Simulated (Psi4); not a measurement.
**triplet AlBH2OF2: levels of theory compared**

We compute a comparison of 3 runs (U-r2SCAN/6-31G*, UB3LYP/6-31G*, UPBE/6-31G*) of triplet AlBH2OF2. Input form: a Python script.

Program for the calculation: Psi4 1.11.

### Step 1. Starting point

AlBH2OF2 has 7 atoms, charge 0, and is taken as a triplet. SMILES of the parent species: `O[B](F)[AlH][F]`. Geometry: relaxed at PBE0-D4/def2-TZVP. This is one conformer, not always the lowest. That shape belongs to the parent species and isn't relaxed for this state.

Bond lengths: O1–B2 1.351 Å, B2–F3 1.331 Å, B2–Al4 2.153 Å, Al4–F5 1.661 Å, O1–H6 0.961 Å, Al4–H7 1.580 Å. Angles: O1–B2–F3 115.5°, O1–B2–Al4 122.4°, F3–B2–Al4 122.1°, B2–Al4–F5 111.0°, B2–O1–H6 113.4°, B2–Al4–H7 132.2°, F5–Al4–H7 116.8°.

### Step 2. Energy and forces at U-r2SCAN/6-31G(d) (spherical functions) (run 1)

job.py

```python
import psi4

psi4.set_memory('2200 MB')
psi4.set_num_threads(1)
psi4.set_output_file('albf2h2o.out', False)

molecule = psi4.geometry("""
0 3
O      0.462300    -0.166500     1.769000
B      0.511800    -0.675600     0.519100
F      1.170800    -1.824800     0.394500
Al    -0.411500     0.301600    -1.162100
F     -1.152700     1.713100    -0.697800
H     -0.019900     0.662300     1.825000
H     -0.499600    -0.078200    -2.693300
units angstrom
symmetry c1
no_reorient
no_com
""")

psi4.set_options({
    'reference': 'uks',
    'puream': True,
    'e_convergence': 1e-09,
    'd_convergence': 1e-08,
    'scf_type': 'pk',
    'dft_radial_points': 99,
    'dft_spherical_points': 590,
    'maxiter': 100,
})

energy_value, wavefunction = psi4.gradient("r2scan/6-31G*", return_wfn=True)
psi4.oeprop(wavefunction, "DIPOLE", "WIBERG_LOWDIN_INDICES", "LOWDIN_CHARGES", title="R2SCAN")
print('gradient / Eh bohr^-1')
print(energy_value.np.round(6))
print(f'energy = {wavefunction.energy():.10f} Eh')
```

Run with:

```bash
python job.py
```

albf2h2o.out:

```text
[...]
  Running in c1 symmetry.
[...]
  Nuclear repulsion =  190.104529715395842
[...]
  Multiplicity = 3
[...]
  Nalpha       = 24
  Nbeta        = 22
[...]
    Number of basis functions: 78
[...]
   @UKS iter   1:  -543.03871661950370   -4.53216e-01   9.35758e-03 ADIIS/DIIS
[...]
   @UKS iter  15:  -543.23510947691318   -3.06954e-12   8.01429e-09 DIIS
[...]
   @S^2 Observed:                2.003534139E+00
[...]
  @UKS Final Energy:  -543.23510947691318
   => Energetics <=
    Nuclear Repulsion Energy =            190.1045297153958415
    One-Electron Energy =               -1132.0653444151578242
    Two-Electron Energy =                 451.6480648943322649
    DFT Exchange-Correlation Energy =     -52.9223596714835409
    Empirical Dispersion Energy =           0.0000000000000000
    VV10 Nonlocal Energy =                  0.0000000000000000
    Total Energy =                       -543.2351094769131805
[...]
  -Total Gradient:
     Atom            X                  Y                   Z
    ------   -----------------  -----------------  -----------------
       1        0.008176867364    -0.014085830701    -0.000961084366
       2       -0.015051663920     0.022355179608    -0.008492342912
       3        0.002526808286     0.001926609330     0.017963063437
       4        0.002549813153    -0.002380668770     0.005491340242
       5        0.001232350962    -0.004878237462    -0.008229519700
       6        0.004647320678    -0.009730885016    -0.005638677130
       7       -0.004158369989     0.006961944005    -0.000055551287
[...]
 Multipole Moments:
 ------------------------------------------------------------------------------------
     Multipole            Electronic (a.u.)      Nuclear  (a.u.)        Total (a.u.)
 ------------------------------------------------------------------------------------
 L = 1.  Multiply by 2.5417464519 to convert [e a0] to [Debye]
 Dipole X            :         -1.0193588            1.0418060            0.0224472
 Dipole Y            :          2.3363984           -2.2873245            0.0490739
 Dipole Z            :          3.9613690           -3.6997058            0.2616632
 Magnitude           :                                                    0.2671699
[...]
```

Standard output:

```text
gradient / Eh bohr^-1
[[ 8.1770e-03 -1.4086e-02 -9.6100e-04]
 [-1.5052e-02  2.2355e-02 -8.4920e-03]
 [ 2.5270e-03  1.9270e-03  1.7963e-02]
 [ 2.5500e-03 -2.3810e-03  5.4910e-03]
 [ 1.2320e-03 -4.8780e-03 -8.2300e-03]
 [ 4.6470e-03 -9.7310e-03 -5.6390e-03]
 [-4.1580e-03  6.9620e-03 -5.6000e-05]]
energy = -543.2351094769 Eh
```

Wall time 38 s (1 thread of Intel Xeon 6975P-C (Granite Rapids), shared host); peak memory 1.1 GiB.

### Step 3. A single-point energy at UB3LYP/6-31G(d) (spherical functions) (run 2)

calc.py

```python
import psi4

psi4.set_memory('2200 MB')
psi4.set_num_threads(1)
psi4.set_output_file('albf2h2o.out', False)

mol = psi4.geometry("""
0 3
O      0.87362039    -0.31463940     3.34292551
B      0.96716183    -1.27669897     0.98095683
F      2.21249135    -3.44837223     0.74549696
Al    -0.77762230     0.56994140    -2.19605073
F     -2.17828730     3.23728982    -1.31865089
H     -0.03760555     1.25156561     3.44875018
H     -0.94410717    -0.14777658    -5.08959937
units bohr
symmetry c1
no_reorient
no_com
""")

psi4.set_options({
    'basis': '6-31G*',
    'reference': 'uks',
    'puream': True,
    'e_convergence': 1e-09,
    'd_convergence': 1e-08,
    'scf_type': 'pk',
    'dft_radial_points': 99,
    'dft_spherical_points': 590,
    'maxiter': 100,
})

e_tot, wfn = psi4.energy("B3LYP", return_wfn=True)
print('E =', round(e_tot, 9))
```

Run with:

```bash
python calc.py
```

albf2h2o.out:

```text
[...]
  Running in c1 symmetry.
[...]
  Nuclear repulsion =  190.104529944184577
[...]
  Multiplicity = 3
[...]
  Nalpha       = 24
  Nbeta        = 22
[...]
    Number of basis functions: 78
[...]
   @UKS iter   1:  -543.21222064246115   -5.21946e-01   9.50150e-03 ADIIS/DIIS
[...]
   @UKS iter  15:  -543.41145632487166   -5.68434e-13   2.60457e-09 DIIS
[...]
   @S^2 Observed:                2.002751403E+00
[...]
    Orbital Energies [Eh]
    ---------------------
    Alpha Occupied:
       1A    -56.065484     2A    -24.726698     3A    -24.659762
       4A    -19.210292     5A     -6.867669     6A     -4.163372
       7A     -2.717894     8A     -2.717132     9A     -2.713798
      10A     -1.234787    11A     -1.140352    12A     -1.079318
      13A     -0.619650    14A     -0.553962    15A     -0.507669
      16A     -0.483693    17A     -0.456932    18A     -0.446608
      19A     -0.408957    20A     -0.404039    21A     -0.394968
      22A     -0.389170    23A     -0.332725    24A     -0.151038
    Alpha Virtual:
      25A     -0.011924    26A      0.002585    27A      0.006228
[...]
  @UKS Final Energy:  -543.41145632487166
   => Energetics <=
    Nuclear Repulsion Energy =            190.1045299441845771
    One-Electron Energy =               -1132.1584969008290500
    Two-Electron Energy =                 441.5146978895323286
    DFT Exchange-Correlation Energy =     -42.8721872577595562
    Empirical Dispersion Energy =           0.0000000000000000
    VV10 Nonlocal Energy =                  0.0000000000000000
    Total Energy =                       -543.4114563248716649
[...]
 Multipole Moments:
 ------------------------------------------------------------------------------------
     Multipole            Electronic (a.u.)      Nuclear  (a.u.)        Total (a.u.)
 ------------------------------------------------------------------------------------
 L = 1.  Multiply by 2.5417464519 to convert [e a0] to [Debye]
 Dipole X            :         -1.0212737            1.0418061            0.0205324
 Dipole Y            :          2.3179322           -2.2873245            0.0306077
 Dipole Z            :          3.8982977           -3.6997058            0.1985919
 Magnitude           :                                                    0.2019831
[...]
```

On the terminal:

```text
E = -543.411456325
```

Wall time 20 s (1 thread of Intel Xeon 6975P-C (Granite Rapids), shared host); peak memory 0.97 GiB.

### Step 4. The energy at UPBE/6-31G(d) (spherical functions) (run 3)

calc.py

```python
import psi4

psi4.set_memory('2200 MB')
psi4.set_num_threads(1)
psi4.core.set_output_file('output.dat', False)

mol = psi4.geometry("""
0 3
O      0.462300    -0.166500     1.769000
B      0.511800    -0.675600     0.519100
F      1.170800    -1.824800     0.394500
Al    -0.411500     0.301600    -1.162100
F     -1.152700     1.713100    -0.697800
H     -0.019900     0.662300     1.825000
H     -0.499600    -0.078200    -2.693300
symmetry c1
""")

psi4.set_options({
    'basis': '6-31G*',
    'reference': 'uks',
    'puream': True,
    'e_convergence': 1e-09,
    'd_convergence': 1e-08,
    'scf_type': 'pk',
    'dft_radial_points': 99,
    'dft_spherical_points': 590,
    'maxiter': 100,
})

energy_value, wavefunction = psi4.energy("PBE", return_wfn=True)
print(f'PBE energy: {energy_value:.10f} Eh')
```

Run with:

```bash
python calc.py
```

output.dat:

```text
[...]
  Running in c1 symmetry.
[...]
  Nuclear repulsion =  190.104529715395870
[...]
  Multiplicity = 3
[...]
  Nalpha       = 24
  Nbeta        = 22
[...]
    Number of basis functions: 78
[...]
   @UKS iter   1:  -542.72499957634716   -3.47254e-01   9.81295e-03 ADIIS/DIIS
[...]
   @UKS iter  15:  -542.94817747588002   -2.27374e-12   1.55198e-09 DIIS
[...]
   @S^2 Observed:                2.001870324E+00
[...]
    Orbital Energies [Eh]
    ---------------------
    Alpha Occupied:
       1A    -55.401665     2A    -24.301454     3A    -24.237506
       4A    -18.830895     5A     -6.614770     6A     -3.953389
       7A     -2.557498     8A     -2.557011     9A     -2.554071
      10A     -1.128712    11A     -1.037951    12A     -0.986527
      13A     -0.557690    14A     -0.489211    15A     -0.445754
      16A     -0.418616    17A     -0.395595    18A     -0.383999
      19A     -0.350460    20A     -0.340317    21A     -0.335016
      22A     -0.334837    23A     -0.283640    24A     -0.126789
    Alpha Virtual:
      25A     -0.033258    26A     -0.019792    27A     -0.015882
[...]
  @UKS Final Energy:  -542.94817747588002
   => Energetics <=
    Nuclear Repulsion Energy =            190.1045297153958700
    One-Electron Energy =               -1132.0006768391858714
    Two-Electron Energy =                 451.5362718970363858
    DFT Exchange-Correlation Energy =     -52.5883022491263930
    Empirical Dispersion Energy =           0.0000000000000000
    VV10 Nonlocal Energy =                  0.0000000000000000
    Total Energy =                       -542.9481774758800157
[...]
 Multipole Moments:
 ------------------------------------------------------------------------------------
     Multipole            Electronic (a.u.)      Nuclear  (a.u.)        Total (a.u.)
 ------------------------------------------------------------------------------------
 L = 1.  Multiply by 2.5417464519 to convert [e a0] to [Debye]
 Dipole X            :          0.6071986           -0.5732381            0.0339604
 Dipole Y            :         -0.9126141            0.9464908            0.0338767
 Dipole Z            :          0.2902633           -0.0166682            0.2735951
 Magnitude           :                                                    0.2777682
[...]
```

On the terminal:

```text
PBE energy: -542.9481774759 Eh
```

Run time: 16 s. Hardware: 1 thread of Intel Xeon 6975P-C (Granite Rapids), shared host; peak memory 0.97 GiB.

### Step 5. Overview of the runs

```tsv
run	level	task	properties	energy (Eh)	dipole moment (D)	HOMO energy (eV)	⟨S²⟩	wall time
1	U-r2SCAN/6-31G* (spherical functions)	gradient	(dipole, wiberg, lowdin)	-543.235109	0.68	-3.79	2.004	38 s
2	UB3LYP/6-31G* (spherical functions)	energy	–	-543.411456	0.51	-4.11	2.003	20 s
3	UPBE/6-31G* (spherical functions)	energy	–	-542.948177	0.71	-3.45	2.002	16 s
```

### Step 6. Outcome

| quantity | value |
| --- | --- |
| run 3: total energy | -542.94818 Eh |
| run 3: dipole moment | 0.71 D |
| run 3: HOMO energy (highest over α and β) | -3.45 eV |
| run 3: ⟨S²⟩ | 2.002 |

**Reading.** The dipole moment (its size) runs from 0.51 D (UB3LYP/6-31G*) to 0.71 D (UPBE/6-31G*). Totals of different functionals can't be ranked against each other. All runs together took 74 s, the longest 38 s.
